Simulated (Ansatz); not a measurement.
# Al₂H₂SF₂: geometry optimisation

Aim: relax Al₂H₂SF₂ at this level.

The runs use Ansatz 0.2.0; RKS CAM-B3LYP-D4/def2-SVP.

## (1) The system as given

SMILES `[F][Al]([F])[S][AlH2]`, 7 atoms, charge 0, spin multiplicity 1.

Atoms are counted from 1 here; the program's logs count them from 0.

Bond lengths: F1–Al2 1.774 Å, F1–Al5 1.991 Å, Al2–F3 1.659 Å, Al2–S4 2.106 Å, S4–Al5 2.352 Å, Al5–H6 1.594 Å, Al5–H7 1.594 Å. Angles: Al2–F1–Al5 95.7°, F1–Al2–F3 114.5°, F1–Al2–S4 100.4°, F3–Al2–S4 145.1°, Al2–S4–Al5 77.4°, F1–Al5–S4 86.6°, F1–Al5–H6 104.1°, F1–Al5–H7 103.9°, S4–Al5–H6 113.7°, S4–Al5–H7 113.6°, H6–Al5–H7 125.7°.

Geometry (Å):

```
F     0.38886   -0.71946    0.89284
Al    0.28964   -1.29079   -0.78368
F     0.76967   -2.86355   -1.00549
S    -0.44042    0.44225   -1.73283
Al   -0.26910    1.12038    0.51245
H    -1.67106    1.19561    1.26649
H     0.99381    2.04757    0.80452
```

## (2) Relaxation

Input file input.yaml:

```yaml
crystal:
  periodic: [false, false, false]
  atoms:
    - { symbol: F, position_ang: [0.388855, -0.719461, 0.892837] }
    - { symbol: Al, position_ang: [0.289641, -1.290786, -0.783681] }
    - { symbol: F, position_ang: [0.769665, -2.863553, -1.005493] }
    - { symbol: S, position_ang: [-0.440417, 0.442248, -1.732827] }
    - { symbol: Al, position_ang: [-0.2691, 1.120376, 0.512452] }
    - { symbol: H, position_ang: [-1.671056, 1.195612, 1.266494] }
    - { symbol: H, position_ang: [0.993812, 2.047565, 0.804518] }
basis:
  gaussian: { orbitals: def2-SVP }
hamiltonian:
  xc: { name: CAM-B3LYP }
  dispersion: d4
output:
  forces: true
relax:
  f_tol: 0.003
  max_steps: 120
```

Run with:

```sh
$ ansatz run input.yaml --threads 1 --pin off --max-ram 2560MiB --backend cpu --events-out ev --progress --plain --runs-dir out
```

What it wrote:

```text
Warning: RAYON_NUM_THREADS=1 ignored (pool sized by the plan → 1); use --threads N
The last accepted step is kept in <dir> (removed where the run ends without a failure and the disk answers)
Engine: ansatz 0.2.0, aarch64-unknown-linux-gnu
Functional definition: CAM-B3LYP
  parameter alpha = 0.19
  parameter beta = 0.46
  parameter omega = 0.33/bohr
  parameter ac = 0.81
  exchange = (1 - alpha - beta)*b88_x + beta*b88_x_sr(omega) + alpha*exact_x + beta*exact_x_lr(omega)
  correlation = (1 - ac)*vwn5_c + ac*lyp_c
893 factors; integrals over basis functions are off by at most 4.0e-4 eV
329 factors; integrals over basis functions are off by at most 9.5e-7 eV
mean field evaluation 1: about -29485.6680 eV, gradient 4.4e1 eV
mean field evaluation 2: about -29483.9420 eV, gradient 5.9e1 eV
mean field evaluation 4: about -29489.1841 eV, gradient 1.6e0 eV
mean field evaluation 8: about -29489.2017 eV, gradient 1.7e-1 eV
mean field evaluation 16: about -29489.2018 eV, gradient 2.5e-5 eV
mean field -29489.20181089 eV, -1083.7081780513 hartree, gradient 2.5e-5 eV, S^2 0.000000; 0 other end points of the search recorded, 0 dependent functions left out
the calculation of the forces begins
reference -29489.20194126 eV, -1083.7081828422 hartree; 31, 31 occupied and 61, 61 virtual orbitals, 893 factors
relax step   1: F+E_penalty+E_count = -29489.35939856 eV  Δ(F+E_penalty+E_count) = +0.000e0 eV  max|allowed force component| = 6.441e-1 eV/Å  Δτ_max = 0.0000 Å  (27 SCF iters, accepted)
these checks for a lower state are left out or cut short: starts, cluster_reference, orbital_swaps, neighbouring_geometries, increment
893 factors; integrals over basis functions are off by at most 3.9e-4 eV
329 factors; integrals over basis functions are off by at most 9.3e-7 eV
mean field -29489.22573401 eV, -1083.7090572099 hartree, gradient 4.8e-6 eV, S^2 0.000000; 0 other end points of the search recorded, 0 dependent functions left out
the calculation of the forces begins
reference -29489.22586430 eV, -1083.7090619978 hartree; 31, 31 occupied and 61, 61 virtual orbitals, 893 factors
relax step   2: F+E_penalty+E_count = -29489.38384759 eV  Δ(F+E_penalty+E_count) = -2.445e-2 eV  max|allowed force component| = 3.596e-1 eV/Å  Δτ_max = 0.0334 Å  (31 SCF iters, accepted)
these checks for a lower state are left out or cut short: starts, cluster_reference, orbital_swaps, neighbouring_geometries, increment
893 factors; integrals over basis functions are off by at most 3.7e-4 eV
329 factors; integrals over basis functions are off by at most 9.1e-7 eV
mean field -29489.23185766 eV, -1083.7092822497 hartree, gradient 4.4e-6 eV, S^2 0.000000; 0 other end points of the search recorded, 0 dependent functions left out
the calculation of the forces begins
reference -29489.23198780 eV, -1083.7092870321 hartree; 31, 31 occupied and 61, 61 virtual orbitals, 893 factors
relax step   3: F+E_penalty+E_count = -29489.39038951 eV  Δ(F+E_penalty+E_count) = -6.542e-3 eV  max|allowed force component| = 8.159e-2 eV/Å  Δτ_max = 0.0189 Å  (31 SCF iters, accepted)
these checks for a lower state are left out or cut short: starts, cluster_reference, orbital_swaps, neighbouring_geometries, increment
893 factors; integrals over basis functions are off by at most 3.7e-4 eV
329 factors; integrals over basis functions are off by at most 9.2e-7 eV
mean field evaluation 32: about -29489.2201 eV, gradient 3.2e-1 eV
mean field -29489.23223986 eV, -1083.7092962953 hartree, gradient 2.2e-5 eV, S^2 0.000000; 0 other end points of the search recorded, 0 dependent functions left out
the calculation of the forces begins
reference -29489.23237000 eV, -1083.7093010779 hartree; 31, 31 occupied and 61, 61 virtual orbitals, 893 factors
relax step   4: F+E_penalty+E_count = -29489.39082359 eV  Δ(F+E_penalty+E_count) = -4.341e-4 eV  max|allowed force component| = 1.469e-2 eV/Å  Δτ_max = 0.0046 Å  (24 SCF iters, accepted)
these checks for a lower state are left out or cut short: starts, cluster_reference, orbital_swaps, neighbouring_geometries, increment
893 factors; integrals over basis functions are off by at most 3.7e-4 eV
329 factors; integrals over basis functions are off by at most 9.2e-7 eV
mean field -29489.23226321 eV, -1083.7092971533 hartree, gradient 7.1e-5 eV, S^2 0.000000; 0 other end points of the search recorded, 0 dependent functions left out
the calculation of the forces begins
reference -29489.23239335 eV, -1083.7093019361 hartree; 31, 31 occupied and 61, 61 virtual orbitals, 893 factors
relax step   5: F+E_penalty+E_count = -29489.39084319 eV  Δ(F+E_penalty+E_count) = -1.960e-5 eV  max|allowed force component| = 7.394e-3 eV/Å  Δτ_max = 0.0017 Å  (22 SCF iters, accepted)
these checks for a lower state are left out or cut short: starts, cluster_reference, orbital_swaps, neighbouring_geometries, increment
893 factors; integrals over basis functions are off by at most 3.7e-4 eV
329 factors; integrals over basis functions are off by at most 9.2e-7 eV
mean field -29489.23227372 eV, -1083.7092975396 hartree, gradient 4.0e-5 eV, S^2 0.000000; 0 other end points of the search recorded, 0 dependent functions left out
the calculation of the forces begins
reference -29489.23240387 eV, -1083.7093023225 hartree; 31, 31 occupied and 61, 61 virtual orbitals, 893 factors
relax step   6: F+E_penalty+E_count = -29489.39085069 eV  Δ(F+E_penalty+E_count) = -7.496e-6 eV  max|allowed force component| = 6.542e-3 eV/Å  Δτ_max = 0.0014 Å  (22 SCF iters, accepted)
these checks for a lower state are left out or cut short: starts, cluster_reference, orbital_swaps, neighbouring_geometries, increment
893 factors; integrals over basis functions are off by at most 3.7e-4 eV
329 factors; integrals over basis functions are off by at most 9.2e-7 eV
mean field -29489.23227676 eV, -1083.7092976516 hartree, gradient 1.8e-5 eV, S^2 0.000000; 0 other end points of the search recorded, 0 dependent functions left out
the calculation of the forces begins
reference -29489.23240692 eV, -1083.7093024346 hartree; 31, 31 occupied and 61, 61 virtual orbitals, 893 factors
relax step   7: F+E_penalty+E_count = -29489.39085301 eV  Δ(F+E_penalty+E_count) = -2.328e-6 eV  max|allowed force component| = 3.042e-3 eV/Å  Δτ_max = 0.0005 Å  (21 SCF iters, accepted)
these checks for a lower state are left out or cut short: starts, cluster_reference, orbital_swaps, neighbouring_geometries, increment
893 factors; integrals over basis functions are off by at most 3.7e-4 eV
329 factors; integrals over basis functions are off by at most 9.2e-7 eV
mean field -29489.23227535 eV, -1083.7092975996 hartree, gradient 2.1e-5 eV, S^2 0.000000; 0 other end points of the search recorded, 0 dependent functions left out
the calculation of the forces begins
reference -29489.23240551 eV, -1083.7093023827 hartree; 31, 31 occupied and 61, 61 virtual orbitals, 893 factors
relax step   8: F+E_penalty+E_count = -29489.39085297 eV  Δ(F+E_penalty+E_count) = +4.008e-8 eV  max|allowed force component| = 2.423e-3 eV/Å  Δτ_max = 0.0008 Å  (20 SCF iters, rejected (line search))
these checks for a lower state are left out or cut short: starts, cluster_reference, orbital_swaps, neighbouring_geometries, increment
893 factors; integrals over basis functions are off by at most 3.7e-4 eV
329 factors; integrals over basis functions are off by at most 9.2e-7 eV
mean field -29489.23227751 eV, -1083.7092976790 hartree, gradient 1.8e-5 eV, S^2 0.000000; 0 other end points of the search recorded, 0 dependent functions left out
the calculation of the forces begins
reference -29489.23240767 eV, -1083.7093024621 hartree; 31, 31 occupied and 61, 61 virtual orbitals, 893 factors
relax step   9: F+E_penalty+E_count = -29489.39085444 eV  Δ(F+E_penalty+E_count) = -1.427e-6 eV  max|allowed force component| = 5.300e-4 eV/Å  Δτ_max = 0.0004 Å  (20 SCF iters, accepted)
893 factors; integrals over basis functions are off by at most 3.7e-4 eV
329 factors; integrals over basis functions are off by at most 9.2e-7 eV
mean field evaluation 64: about -29489.2198 eV, gradient 2.9e-1 eV
mean field -29489.23227751 eV, -1083.7092976790 hartree, gradient 1.8e-5 eV, S^2 0.000000; 1 other end points of the search recorded, 0 dependent functions left out
the calculation of the forces begins
reference -29489.23240767 eV, -1083.7093024621 hartree; 31, 31 occupied and 61, 61 virtual orbitals, 893 factors
Total energy: -29489.39098460 eV, -1083.7151300568 hartree
Atom 0 at     0.382533    -0.701972     0.862099 Å, force     0.000341    -0.000320    -0.000113 eV/Å
Atom 1 at     0.288756    -1.288106    -0.785361 Å, force    -0.000530     0.000230    -0.000086 eV/Å
Atom 2 at     0.759999    -2.844456    -0.987377 Å, force    -0.000109     0.000023     0.000271 eV/Å
Atom 3 at    -0.431208     0.434114    -1.713432 Å, force     0.000439     0.000063    -0.000180 eV/Å
Atom 4 at    -0.267328     1.115207     0.507872 Å, force    -0.000001    -0.000028     0.000258 eV/Å
Atom 5 at    -1.647858     1.184260     1.262173 Å, force     0.000004    -0.000260     0.000018 eV/Å
Atom 6 at     0.976506     2.032956     0.808324 Å, force    -0.000144     0.000293    -0.000168 eV/Å
Dipole moment:     0.087332    -0.262714     0.013619 e Å
```

Wall time 45 s (1 thread of Arm Neoverse V1, shared host); peak memory 0.23 GiB.

Relaxation path:

| step | energy from step 1 (eV) | largest force component (eV/Å) |
| --- | --- | --- |
| 1 | 0.0000 | 0.6441 |
| 2 | -0.0244 | 0.3596 |
| 3 | -0.0310 | 0.0816 |
| 4 | -0.0314 | 0.0147 |
| 5 | -0.0314 | 0.0074 |
| 6 | -0.0315 | 0.0065 |
| 7 | -0.0315 | 0.0030 |
| 8 | -0.0315 | 0.0024 |
| 9 | -0.0315 | 0.0005 |

Bond lengths before and after, largest changes first:

| bond | before (Å) | after (Å) | change (Å) |
| --- | --- | --- | --- |
| F1–Al5 | 1.991 | 1.962 | -0.029 |
| F1–Al2 | 1.774 | 1.751 | -0.023 |
| S4–Al5 | 2.352 | 2.329 | -0.023 |
| Al2–S4 | 2.106 | 2.085 | -0.022 |
| Al2–F3 | 1.659 | 1.639 | -0.021 |
| Al5–H7 | 1.594 | 1.575 | -0.019 |
| Al5–H6 | 1.594 | 1.575 | -0.019 |

## (3) Outcome

| quantity | value |
| --- | --- |
| energy gained | 0.0315 eV |
| root mean square move | 0.024 Å |
| dipole moment | 1.33 D |

In words: Bond lengths: F1–Al2 1.751 Å, F1–Al5 1.962 Å, Al2–F3 1.639 Å, Al2–S4 2.085 Å, S4–Al5 2.329 Å, Al5–H6 1.575 Å, Al5–H7 1.575 Å. Angles: Al2–F1–Al5 97.0°, F1–Al2–F3 114.7°, F1–Al2–S4 99.3°, F3–Al2–S4 146.0°, Al2–S4–Al5 78.0°, F1–Al5–S4 85.7°, F1–Al5–H6 104.2°, F1–Al5–H7 104.1°, S4–Al5–H6 114.1°, S4–Al5–H7 114.1°, H6–Al5–H7 125.1°. No frequencies were computed here.
